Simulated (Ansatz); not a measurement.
# CH4AlFO2: how energies converge with the basis set

Aim: see how fast density functionals converge with the basis set for CH4AlFO2.

Program: Ansatz 0.2.0, Gaussian basis. Level of theory: one geometry, several basis sets. These are calculated values, not measurements.

Levels to be run: PBE0-D4/def2-SVP; ωB97M-V/def2-SVP; PBE0-D4/def2-QZVPP; ωB97M-V/def2-QZVPP; the functionals' def2-TZVPP values are taken from earlier runs.

**1. The relaxed structure**

The geometry comes from an earlier relaxation with PBE0-D4 in a triple-zeta def2 set; it is a stationary point, not always the lowest conformer.

9 atoms, charge 0, spin multiplicity 1.

Atoms are counted from 1 here; the program's logs count them from 0.

Bond lengths: O1–Al2 1.918 Å, O1–H6 0.965 Å, Al2–C3 1.949 Å, Al2–F5 1.655 Å, Al2–H7 1.574 Å, C3–O4 1.360 Å, C3–H8 1.091 Å, O4–H9 0.964 Å. Angles: Al2–O1–H6 115.3°, O1–Al2–C3 49.3°, O1–Al2–F5 111.1°, O1–Al2–H7 113.0°, C3–Al2–F5 117.3°, C3–Al2–H7 122.3°, F5–Al2–H7 119.8°, Al2–C3–O4 123.4°, Al2–C3–H8 122.9°, O4–C3–H8 113.5°, C3–O4–H9 110.8°.

Geometry (Å):

| atom | x (Å) | y (Å) | z (Å) |
| --- | --- | --- | --- |
| O1 | -0.5800 | 0.2326 | 0.9250 |
| Al2 | 0.2381 | 1.2759 | -0.4609 |
| C3 | -0.1902 | -0.6241 | -0.3845 |
| O4 | 0.7153 | -1.5838 | -0.0550 |
| F5 | -0.8652 | 2.2749 | -1.1854 |
| H6 | 0.0112 | -0.0469 | 1.6351 |
| H7 | 1.6521 | 1.8366 | -0.0553 |
| H8 | -1.1629 | -1.0241 | -0.6735 |
| H9 | 0.2702 | -2.3876 | 0.2374 |

**2. PBE0-D4 in def2-SVP**

in.yaml

```yaml
crystal:
  periodic: [false, false, false]
  atoms:
    - {symbol: O, position_ang: [-0.579986, 0.232641, 0.924989]}
    - {symbol: Al, position_ang: [0.238050, 1.275944, -0.460934]}
    - {symbol: C, position_ang: [-0.190194, -0.624108, -0.384540]}
    - {symbol: O, position_ang: [0.715325, -1.583786, -0.055014]}
    - {symbol: F, position_ang: [-0.865235, 2.274938, -1.185423]}
    - {symbol: H, position_ang: [0.011212, -0.046898, 1.635133]}
    - {symbol: H, position_ang: [1.652141, 1.836638, -0.055314]}
    - {symbol: H, position_ang: [-1.162852, -1.024144, -0.673464]}
    - {symbol: H, position_ang: [0.270237, -2.387625, 0.237365]}
basis:
  gaussian: {orbitals: def2-SVP}
hamiltonian: {xc: pbe0, dispersion: d4}
output: {orbitals: {seedname: orbitals}}
```

Run with:

```
ansatz run in.yaml --threads 2 --pin off --events-out ev --progress --plain --max-ram 4352MiB
```

After this run come: ωB97M-V in def2-SVP; PBE0-D4 in def2-QZVPP; ωB97M-V in def2-QZVPP.

**Question.** What will the summary of the whole plan be? Wanted: PBE0-D4: double and triple zeta above quadruple; ωB97M-V: double and triple zeta above quadruple.

The runs gave:

```
                                       quantity           value
PBE0-D4: double and triple zeta above quadruple  12.75, 0.67 eV
ωB97M-V: double and triple zeta above quadruple  12.92, 0.64 eV
```

For PBE0-D4 the step from double to triple zeta gains 12.08 eV and the next only 0.67 eV. Total energies overstate the basis error of differences, where much of it tends to cancel. The LUMO of ωB97M-V is positive and keeps falling with the basis (2.25 to 0.91 eV): an unbound level that the basis holds in place.
